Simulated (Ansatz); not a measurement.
Write a Python script for the Ansatz DFT code, driven from Python that makes a test of scalar relativity of FZn (charge +1). Use (for the species named): B3LYP, cc-pVTZ basis, multiplicity 1.

```yaml
atoms:
  - { symbol: Zn, position_ang: [0.0000, 0.0000, 0.0000] }
  - { symbol: F, position_ang: [0.0000, 0.0000, 1.9050] }
```

Script `x2c_fzn.py`:
```python
# -*- coding: utf-8 -*-
"""Scalar relativity in FZn(+)."""

import ansatz as az
import numpy as np


def main():
    mol = (
        az.Crystal.molecule()
        .atom("Zn", [0.0, 0.0, 0.0])
        .atom("F", [0.0, 0.0, 1.905])
    )

    job = mol.calculation().functional("b3lyp").charge(1).forces()
    # a set contracted for a scalar-relativistic Hamiltonian goes with the relativistic run
    sets = {"none": "cc-pVTZ", "scalar": "cc-pVTZ-DK"}
    found = {kind: job.basis(gaussian=basis).pseudopotentials(relativity=kind).run().report for kind, basis in sets.items()}
    for kind, each in found.items():
        dipole = 4.803205 * np.linalg.norm(each["charge_distribution"]["dipole_moment_e_ang"])
        print(f"{kind:7s} E = {each['free_energy_ev']:.4f} eV  dipole {dipole:.3f} D  largest force component {np.abs(each['forces_ev_ang']).max():.4f} eV/A")
    print(f"relativity lowers the total energy by {found['none']['free_energy_ev'] - found['scalar']['free_energy_ev']:.3f} eV")


if __name__ == "__main__":
    main()
```

```console
$ python x2c_fzn.py
none    E = -51130.3084 eV  dipole 6.013 D  largest force component 3.1417 eV/A
scalar  E = -51581.2681 eV  dipole 5.802 D  largest force component 3.2270 eV/A
relativity lowers the total energy by 450.960 eV
```

What to keep in mind:
- Total energies depend on the basis set; only differences at equal settings carry meaning.
- The geometry is a force-field or estimated start, not a minimum of this method. The basis set changes with the Hamiltonian (a set recontracted for scalar relativity), and most of the change in the total lies in the cores.
- An ion's dipole depends on the origin; the program takes it about the centre of nuclear charge.
- b3lyp holds the VWN-RPA fit, as in Gaussian; the form of ORCA and Turbomole is b3lyp5.
- The spin state was assumed, and another may lie lower.
- The whole script took 4.6 s on 1 thread of Arm Neoverse V2 (shared host), peak memory 0.23 GiB.
